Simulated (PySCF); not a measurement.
# W(OH)₃: quartet, from a trigonal pyramidal start

Where does quartet W(OH)₃ go from a trigonal pyramidal start, is the end point a minimum, and what are its modes, charges and moments?

Computed with PySCF 2.14.0. Level: PBE0, basis W def2-SVP with ECP60, O def2-SVP, H def2-SVP, scalar-relativistic core potentials, no spin–orbit coupling, density fitting.

**1. Where the work starts**

7 atoms, charge 0, spin multiplicity 4.

Bond lengths: W1–O2 2.000 Å, W1–O3 2.000 Å, W1–O4 2.000 Å, O2–H5 0.960 Å, O3–H6 0.960 Å, O4–H7 0.960 Å. Angles: O2–W1–O3 99.8°, O2–W1–O4 99.8°, O3–W1–O4 99.8°, W1–O2–H5 130.0°, W1–O3–H6 130.0°, W1–O4–H7 130.0°.

Coordinates in bohr (charge 0 multiplicity 4):
```
W     0.0000    0.0000   -0.3922
O     3.3370    0.0000    1.3820
O    -1.6685    2.8899    1.3820
O    -1.6685   -2.8899    1.3820
H     4.3667   -1.3897    1.9295
H    -0.9798    4.4765    1.9295
H    -3.3868   -3.0868    1.9295
```

**2. Relaxing the quartet from the trigonal pyramidal start**

The steps below are one call of a driver around PySCF. For each, scf.py gives the equivalent set-up of the SCF; relaxations use the driver's own optimiser. Before each start the driver seeks the lowest SCF state from one or more starting densities and follows internal instabilities, so scf.py alone need not reach the same state.

The program finds C3 symmetry in the start, which this walk keeps.

Input file scf.py:

```python
from pyscf import gto, scf, dft
mol = gto.M(atom='''
W     -0.000000    -0.000000    -0.207557
O      1.765876     0.000000     0.731341
O     -0.882937     1.529293     0.731343
O     -0.882937    -1.529293     0.731343
H      2.310744    -0.735386     1.021041
H     -0.518508     2.368855     1.021043
H     -1.792233    -1.633470     1.021044''',
    basis={'W': 'def2-SVP', 'O': 'def2-SVP', 'H': 'def2-SVP'},
    ecp={'W': 'def2-SVP'},
    charge=0, spin=3)
mf = dft.UKS(mol, xc='PBE0')
mf.grids.atom_grid = (50, 194)
aux = {'W': 'def2-universal-JKFIT', 'O': 'def2-universal-JKFIT', 'H': 'def2-universal-JKFIT'}
mf = mf.density_fit(auxbasis=aux)
mf.kernel()
```

After this run come: Frequencies.

What does the calculation give? Wanted: minimum; geometry; wavenumbers; dipole moment; highest occupied, lowest empty level; polar-tensor charge of W1; zero-point energy; atomisation energy; ⟨S²⟩.

The runs gave:

| quantity | value |
| --- | --- |
| minimum | quartet, C3v |
| geometry | O–H 0.966 Å (×3), W–O 1.910 Å (×3); H–O–W 122.7° (×3), O–W–O 119.9° (×3) |
| wavenumbers (cm⁻¹) | 162 (a1), 167 (e), 410 (a2), 466 (e), 681 (e), 697 (e), 710 (a1), 714 (a1), 3842 (e), 3848 (a1) |
| dipole moment | 3.73 D |
| highest occupied, lowest empty level (either spin) | -5.48, -1.97 eV |
| polar-tensor charge of W1 | +1.49 e |
| zero-point energy | 105.0 kJ/mol |
| entropy at 298.15 K | 337.1 J/(mol K) |
| atomisation energy (no zero-point energy) | 2681 kJ/mol |
| ⟨S²⟩ | 3.758 |

In words: From C3 at the start the molecule goes to a C3v minimum. The strongest infrared band lies at 681 cm⁻¹ (e). Most of the spin sits on W1 (Mulliken spin 2.99, against 3 for the whole molecule). Other starts or spin states, not run here, may lie lower. One determinant may miss the lowest occupation of an open d or f shell. A two-component treatment could change these values noticeably.
